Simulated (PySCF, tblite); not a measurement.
# C4H14Si3: geometry, infrared bands and NMR shifts

What infrared bands and NMR shifts should C4H14Si3 (`C[C@]1([SiH3])C[Si@H]([SiH3])C1`) show?

Programs: tblite 0.8.0 and PySCF 2.14.0, with density-fitted response routines of our own. Each step states its level of theory. These are calculated values for one molecule in the gas phase, unless marked as measured. Atoms are numbered from 0 throughout.

## (1) The molecule as given

21 atoms, charge 0, multiplicity 1; geometry from: force field or distance geometry start.

Bonds of the start (Å): C0–C1 1.52, C1–Si2 2.08, C1–C3 1.59, C3–Si4 1.89, Si4–Si5 2.27, Si4–C6 1.88, C6–C1 1.59, C0–H7 1.10, C0–H8 1.10, C0–H9 1.08, Si2–H10 1.49, Si2–H11 1.48, Si2–H12 1.49, C3–H13 1.09, C3–H14 1.11, Si4–H15 1.49, Si5–H16 1.48, Si5–H17 1.49, Si5–H18 1.50, C6–H19 1.10, C6–H20 1.09.

## (2) Geometry optimisation with GFN2-xTB

What the job is given:

```
{"job": {"kind": "relax", "xc": "GFN2-xTB", "basis": "xTB"}, "charge": 0, "multiplicity": 1}
C     -0.830600     0.349700    -1.599500
C     -0.801600     0.056700    -0.108300
Si    -2.757700    -0.004800     0.584200
C      0.037500     1.055000     0.794300
Si     1.376300    -0.261700     1.023000
Si     3.149000    -0.058200    -0.374800
C     -0.057600    -1.272300     0.336700
H     -1.308100     1.324000    -1.795100
H     -1.381800    -0.426000    -2.145100
H      0.164000     0.394300    -2.019900
H     -3.483000    -1.074000    -0.161800
H     -2.747800    -0.295400     2.038700
H     -3.385500     1.326300     0.327400
H      0.367300     1.963400     0.298600
H     -0.410800     1.330300     1.766200
H      1.683100    -0.555400     2.453400
H      2.721300     0.240700    -1.760100
H      3.948100    -1.319500    -0.398400
H      4.046800     1.048800     0.077300
H     -0.534600    -1.858100     1.137000
H      0.197000    -1.946900    -0.474200
```

Launch:

```sh
> OMP_NUM_THREADS=1 python probes_run.py task.json out
```

The driver reads the jobs from task.json and runs them one after another.

**Question.** This job is followed by: GFN2-xTB harmonic vibrations, gas phase; GIAO PBE0/pcSseg-1 NMR shielding, non-relativistic, gas phase. Predict these results of the whole session: strongest single infrared mode (GFN2-xTB); zero-point energy (GFN2-xTB); ¹³C shifts against TMS (PBE0/pcSseg-1, means over atoms taken as alike); ¹H shifts against TMS (PBE0/pcSseg-1, means over atoms taken as alike); ²⁹Si shifts against TMS (PBE0/pcSseg-1).

**Answer**, as computed:

```
                                                               quantity                                   value
                              strongest single infrared mode (GFN2-xTB)                    763 cm⁻¹, 910 km/mol
                                           zero-point energy (GFN2-xTB)                           97.2 kcal/mol
¹³C shifts against TMS (PBE0/pcSseg-1, means over atoms taken as alike)                    32.9, 25.5, 21.3 ppm
 ¹H shifts against TMS (PBE0/pcSseg-1, means over atoms taken as alike)  5.24, 3.82, 3.64, 1.91, 1.54, 1.00 ppm
                                ²⁹Si shifts against TMS (PBE0/pcSseg-1)                -35.0, -54.4, -111.7 ppm
```

The optimisation took 45 steps and gained 0.488 eV; among the close pairs (by a distance rule), C1–Si2 changed most, from 2.076 to 1.906 Å. The lowest mode is imaginary (56i cm⁻¹), so the xTB geometry is not a minimum. The strongest single mode, at 763 cm⁻¹, has its largest shares on H17, H18 and H16 (the list is cut at 3 atoms). GFN2-xTB is a fitted tight-binding method: band positions and strengths are rough. Its intensities can rank the bands wrongly. At PBE0/pcSseg-1: The widest tensor belongs to Si2: span 109 ppm, with a paramagnetic part of -478 ppm.
